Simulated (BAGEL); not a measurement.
# HF/6-31G(d) (density fitting with cc-pvqz-jkfit, spherical functions) run of CH7GaSi (SMILES [CH3][GaH][SiH3])

What is the energy change on altering one bond length of CH7GaSi at HF/6-31G* (density fitting with cc-pvqz-jkfit, spherical functions)? 

The results are computed with BAGEL 1.2.2.

3 further runs of the same task are left out: 3 that didn't finish.

## (1) The structure to begin with

CH7GaSi: 10 atoms, total charge 0, spin state singlet. As SMILES, `[CH3][GaH][SiH3]`. The coordinates come from a PBE0-D4/def2-TZVP relaxation.

Bond lengths: C1–Ga2 1.971 Å, Ga2–Si3 2.419 Å, C1–H4 1.090 Å, C1–H5 1.094 Å, C1–H6 1.093 Å, Ga2–H7 1.578 Å, Si3–H8 1.492 Å, Si3–H9 1.489 Å, Si3–H10 1.492 Å. Some angles: C1–Ga2–Si3 120.8°, C1–Ga2–H7 118.1°, Si3–Ga2–H7 121.0°, Ga2–C1–H4 113.1°, Ga2–C1–H5 109.2°, Ga2–C1–H6 110.1°, Ga2–Si3–H8 110.2°, Ga2–Si3–H9 114.2°, Ga2–Si3–H10 110.2°, H4–C1–H5 108.5°.

## (2) A single-point energy at HF/6-31G(d) (density fitting with cc-pvqz-jkfit, spherical functions)

Input file input.json:

```json
{ "bagel" : [

{
  "title" : "molecule",
  "basis" : "6-31gs.json",
  "df_basis" : "cc-pvqz-jkfit",
  "angstrom" : true,
  "geometry" : [
    { "atom" : "C", "xyz" : [      -1.123300,       1.394100,      -0.619200 ] },
    { "atom" : "Ga", "xyz" : [       0.561500,       0.659300,       0.093300 ] },
    { "atom" : "Si", "xyz" : [       0.786700,      -1.705300,       0.550700 ] },
    { "atom" : "H", "xyz" : [      -1.924300,       0.656600,      -0.670400 ] },
    { "atom" : "H", "xyz" : [      -0.947000,       1.785400,      -1.626000 ] },
    { "atom" : "H", "xyz" : [      -1.454200,       2.236500,      -0.005700 ] },
    { "atom" : "H", "xyz" : [       1.759600,       1.654600,       0.346000 ] },
    { "atom" : "H", "xyz" : [       0.531000,      -2.496200,      -0.688800 ] },
    { "atom" : "H", "xyz" : [       2.125000,      -2.100900,       1.069700 ] },
    { "atom" : "H", "xyz" : [      -0.231700,      -2.135100,       1.553300 ] }
  ]
},

{
  "title" : "hf"
},

{
  "title" : "print",
  "file" : "orbitals.molden",
  "orbitals" : true
}

]}
```

The basis set 6-31G* is read from a file made from the Basis Set Exchange's data (not shown).

Run with:

```sh
$ BAGEL_NUM_THREADS=1 BAGEL input.json > input.out
```

Log:

```text
* using 1 threads per process

  ===============================================================
  ===============================================================

  *** Geometry ***

  { "atom" : "C", "xyz" : [     -2.122729,      2.634467,     -1.170118 ] },
  { "atom" : "Ga", "xyz" : [      1.061081,      1.245896,      0.176311 ] },
  { "atom" : "Si", "xyz" : [      1.486648,     -3.222550,      1.040672 ] },
  { "atom" : "H", "xyz" : [     -3.636400,      1.240794,     -1.266872 ] },
  { "atom" : "H", "xyz" : [     -1.789571,      3.373917,     -3.072695 ] },
  { "atom" : "H", "xyz" : [     -2.748040,      4.226372,     -0.010771 ] },
  { "atom" : "H", "xyz" : [      3.325162,      3.126741,      0.653845 ] },
  { "atom" : "H", "xyz" : [      1.003445,     -4.717134,     -1.301643 ] },
  { "atom" : "H", "xyz" : [      4.015668,     -3.970126,      2.021440 ] },
  { "atom" : "H", "xyz" : [     -0.437850,     -4.034754,      2.935312 ] },

  Number of auxiliary basis functions:      829

  Since a DF basis is specified, we compute 2- and 3-index integrals:
    o Being stored without compression. Storage requirement is 0.040 GB

  Number of basis functions:       78
  Number of electrons      :       58

    * METHOD: MOLECULE                             1.18

  *** RHF ***

  === Nuclear Repulsion ===
   238.5830285650

      * DIIS with orbital gradients will be used.

  === RHF iteration (6-31gs.json) ===
      0      -2253.70499994          0.01223765           0.20
      1      -2253.78450767          0.00594796           0.20
      2      -2253.80009246          0.00145657           0.19
      3      -2253.80150555          0.00048346           0.22
      4      -2253.80160629          0.00008215           0.18
      5      -2253.80161243          0.00001956           0.18
      6      -2253.80161290          0.00000477           0.18
      7      -2253.80161293          0.00000120           0.18
      8      -2253.80161293          0.00000031           0.18
      9      -2253.80161293          0.00000014           0.18
     10      -2253.80161293          0.00000004           0.18
     11      -2253.80161293          0.00000002           0.19
     12      -2253.80161293          0.00000000           0.18
    * SCF iteration converged.

    * Permanent dipole moment:
           (    0.186522,    -0.266553,     0.107832) a.u.

    * METHOD: HF                                   2.93

    * METHOD: PRINT                                0.01

  ===============================================================
```

Run time: 4.5 s. Hardware: 1 thread of Intel Xeon Platinum 8259CL at 2.50GHz (Skylake/Cascade Lake), shared host; peak memory 0.18 GiB.

## (3) The distorted shape at the same level

Input file calc.json:

```json
{ "bagel" : [

{
  "title" : "molecule",
  "basis" : "6-31gs.json",
  "df_basis" : "cc-pvqz-jkfit",
  "angstrom" : true,
  "geometry" : [
    { "atom" : "C", "xyz" : [      -1.024034,       1.141391,      -0.803242 ] },
    { "atom" : "Ga", "xyz" : [       0.660766,       0.406591,      -0.090742 ] },
    { "atom" : "Si", "xyz" : [       0.885966,      -1.958009,       0.366658 ] },
    { "atom" : "H", "xyz" : [      -1.825034,       0.403891,      -0.854442 ] },
    { "atom" : "H", "xyz" : [      -0.847734,       1.532691,      -1.810042 ] },
    { "atom" : "H", "xyz" : [      -1.454200,       2.236500,      -0.005700 ] },
    { "atom" : "H", "xyz" : [       1.858866,       1.401891,       0.161958 ] },
    { "atom" : "H", "xyz" : [       0.630266,      -2.748909,      -0.872842 ] },
    { "atom" : "H", "xyz" : [       2.224266,      -2.353609,       0.885658 ] },
    { "atom" : "H", "xyz" : [      -0.132434,      -2.387809,       1.369258 ] }
  ]
},

{
  "title" : "hf"
},

{
  "title" : "print",
  "file" : "orbitals.molden",
  "orbitals" : true
}

]}
```

The basis set 6-31G* is read from a file made from the Basis Set Exchange's data (not shown).

Run with:

```sh
$ BAGEL_NUM_THREADS=1 BAGEL calc.json > calc.out
```

Log:

```text
* using 1 threads per process

  ===============================================================
  ===============================================================

  *** Geometry ***

  { "atom" : "C", "xyz" : [     -1.935144,      2.156916,     -1.517907 ] },
  { "atom" : "Ga", "xyz" : [      1.248667,      0.768346,     -0.171478 ] },
  { "atom" : "Si", "xyz" : [      1.674233,     -3.700101,      0.692883 ] },
  { "atom" : "H", "xyz" : [     -3.448814,      0.763243,     -1.614661 ] },
  { "atom" : "H", "xyz" : [     -1.601985,      2.896366,     -3.420484 ] },
  { "atom" : "H", "xyz" : [     -2.748040,      4.226372,     -0.010771 ] },
  { "atom" : "H", "xyz" : [      3.512748,      2.649190,      0.306056 ] },
  { "atom" : "H", "xyz" : [      1.191030,     -5.194685,     -1.649432 ] },
  { "atom" : "H", "xyz" : [      4.203254,     -4.447676,      1.673651 ] },
  { "atom" : "H", "xyz" : [     -0.250264,     -4.512305,      2.587523 ] },

  Number of auxiliary basis functions:      829

  Since a DF basis is specified, we compute 2- and 3-index integrals:
    o Being stored without compression. Storage requirement is 0.040 GB

  Number of basis functions:       78
  Number of electrons      :       58

    * METHOD: MOLECULE                             1.14

  *** RHF ***

  === Nuclear Repulsion ===
   237.1868728832

      * DIIS with orbital gradients will be used.

  === RHF iteration (6-31gs.json) ===
      0      -2253.67080610          0.01168116           0.19
      1      -2253.74388456          0.00575012           0.18
      2      -2253.75865488          0.00149399           0.18
      3      -2253.76016282          0.00041157           0.20
      4      -2253.76023825          0.00008430           0.20
      5      -2253.76024415          0.00002041           0.18
      6      -2253.76024465          0.00000495           0.18
      7      -2253.76024469          0.00000145           0.20
      8      -2253.76024469          0.00000059           0.20
      9      -2253.76024469          0.00000026           0.19
     10      -2253.76024469          0.00000009           0.18
     11      -2253.76024469          0.00000004           0.22
     12      -2253.76024469          0.00000001           0.21
    * SCF iteration converged.

    * Permanent dipole moment:
           (    0.120465,    -0.130022,     0.180622) a.u.

    * METHOD: HF                                   2.97

    * METHOD: PRINT                                0.02

  ===============================================================
```

Run time: 4.5 s. Hardware: 1 thread of Intel Xeon Platinum 8259CL at 2.50GHz (Skylake/Cascade Lake), shared host; peak memory 0.18 GiB.

## (4) Results

At HF/6-31G* (density fitting with cc-pvqz-jkfit, spherical functions):

| quantity | value |
| --- | --- |
| first shape: total energy | -2253.80161 Eh |
| first shape: dipole moment | 0.87 D |
| first shape: HOMO energy | -9.76 eV |
| first shape: LUMO energy | 1.03 eV |
| first shape: HOMO–LUMO gap | 10.79 eV |
| distorted shape: total energy | -2253.76024 Eh |
| distorted shape: dipole moment | 0.64 D |
| distorted shape: HOMO energy | -9.78 eV |
| distorted shape: LUMO energy | 1.00 eV |
| distorted shape: HOMO–LUMO gap | 10.78 eV |
| energy change with the C1–H6 bond stretched from 1.093 to 1.421 Å | 1.126 eV |

What this shows: With the C1–H6 bond stretched from 1.093 to 1.421 Å the energy rises by 1.13 eV (109 kJ/mol). The first shape isn't relaxed at this level, so the change isn't measured from a minimum.
